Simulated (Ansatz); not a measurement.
CsLiCr2Te2S3:

```
CELL_PARAMETERS angstrom
3.31929 1.91639 6.87982
-3.31929 1.91639 6.87982
0.00000 -3.83279 6.87982
ATOMIC_POSITIONS crystal
Cs 0.00000 0.00000 0.00000
Li 0.50000 0.50000 0.50000
Cr 0.79848 0.79848 0.79848
Cr 0.20152 0.20152 0.20152
Te 0.67990 0.67990 0.67990
Te 0.32010 0.32010 0.32010
S 0.13626 0.86374 0.50000
S 0.50000 0.13626 0.86374
S 0.86374 0.50000 0.13626
```

The cell was built by a generator and needn't be a form met in nature.

Base run:

```yaml
Program: Ansatz 0.2.0
Functional: PBE
Potentials_or_basis: Ansatz PAW
Cutoff: "420 eV (not typed: the program's choice for these potentials)"
k_mesh: 5 × 5 × 5
Occupations: fermi-dirac, width 0.05 eV
Spin: collinear spin, ferromagnetic start
Starting_moments: "[0.0, 0.0, 3.0, 3.0, 0.0, 0.0, 0.0, 0.0, 0.0] μB"
Hubbard_terms: Cr d U = 8 eV
```

Its results: band gap on the k mesh none (metal or under the smearing width); pressure 6.3 GPa; net moment 4.66 μB per cell; site moments Cs -0.03; Li -0.01; Cr +3.34; Te -0.34; S -0.38 μB; largest force 2.411 eV/Å.

Question: The run is repeated on the same cell with these changes: hubbard terms from Cr d U = 8 eV to Cr d U = 6 eV. What comes out?

Answer: Band gap on the k mesh none (metal or under the smearing width); pressure 5.0 GPa; net moment 4.46 μB per cell; site moments Cs -0.03; Li -0.01; Cr +3.17; Te -0.35; S -0.32 μB; largest force 1.975 eV/Å.

Caveats: the magnetic or orbital state may not be the lowest; only a ferromagnetic start was run, and an antiferromagnetic order may lie lower in energy; forces of over 1 eV/Å show positions far from the minimum, so gaps and moduli don't describe the material at rest; the density of states is complete only up to the lowest level of the last band computed.
